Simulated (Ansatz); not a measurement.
# BClFH6NO2: the cost of one run

Method: RKS B3LYP/6-31G, in Ansatz 0.2.0.

### Step 1. The structure to begin with

Bond lengths: B1–Cl2 2.173 Å, B1–O3 1.338 Å, B1–O4 1.345 Å, B1–F6 1.681 Å, O3–H9 0.954 Å, O4–H10 0.956 Å, N8–H11 1.006 Å, N8–H12 1.006 Å. Angles: Cl2–B1–O3 108.5°, Cl2–B1–O4 106.6°, Cl2–B1–F6 95.1°, O3–B1–O4 125.8°, O3–B1–F6 110.7°, O4–B1–F6 105.9°, B1–O3–H9 117.3°, B1–O4–H10 115.0°, H11–N8–H12 112.9°.

As a file:

```xyz
12

B    -0.3102   -1.1713   -0.4099
Cl    1.7382   -0.4466   -0.4570
O    -0.5017   -1.9697   -1.4663
O    -0.5778   -1.4838    0.8704
H    -0.5405    1.1905    0.0411
F    -1.0086    0.3358   -0.6707
H     1.2728    1.0155    0.3961
N     0.3350    1.8837    0.7708
H    -0.3767   -1.5880   -2.3318
H    -0.7739   -2.4054    1.0293
H     0.1869    1.8232    1.7639
H     0.5566    2.8160    0.4642
```

### Step 2. A restrained relaxation towards end A

Springs on the bonds that form and break draw the guess towards this end; the thresholds are loose.

input.yaml reads:

```yaml
crystal:
  periodic: [false, false, false]
  atoms:
    - { symbol: B, position_ang: [-0.3102, -1.1713, -0.4099] }
    - { symbol: Cl, position_ang: [1.7382, -0.4466, -0.457] }
    - { symbol: O, position_ang: [-0.5017, -1.9697, -1.4663] }
    - { symbol: O, position_ang: [-0.5778, -1.4838, 0.8704] }
    - { symbol: H, position_ang: [-0.5405, 1.1905, 0.0411] }
    - { symbol: F, position_ang: [-1.0086, 0.3358, -0.6707] }
    - { symbol: H, position_ang: [1.2728, 1.0155, 0.3961] }
    - { symbol: "N", position_ang: [0.335, 1.8837, 0.7708] }
    - { symbol: H, position_ang: [-0.3767, -1.588, -2.3318] }
    - { symbol: H, position_ang: [-0.7739, -2.4054, 1.0293] }
    - { symbol: H, position_ang: [0.1869, 1.8232, 1.7639] }
    - { symbol: H, position_ang: [0.5566, 2.816, 0.4642] }
basis:
  gaussian: { orbitals: "6-31G" }
hamiltonian:
  xc: b3lyp
relax:
  f_tol: 0.15
  max_steps: 25
  restrain:
    - { distance: [0, 5], at: 2.71, k: 30.0 }
    - { distance: [4, 7], at: 2.32, k: 30.0 }
    - { distance: [6, 1], at: 2.63, k: 30.0 }
    - { distance: [0, 1], at: 1.86, k: 30.0 }
    - { distance: [4, 5], at: 0.88, k: 30.0 }
    - { distance: [6, 7], at: 1.02, k: 30.0 }
```

Launch:

```sh
$ ansatz run input.yaml --threads 1 --pin off --max-ram 2048MiB --backend cpu --events-out ev --progress --plain --runs-dir out
```

What time and memory should one allow on 1 thread of Arm Neoverse V1, shared host?

About 74 s, with a peak of 0.2 GiB.
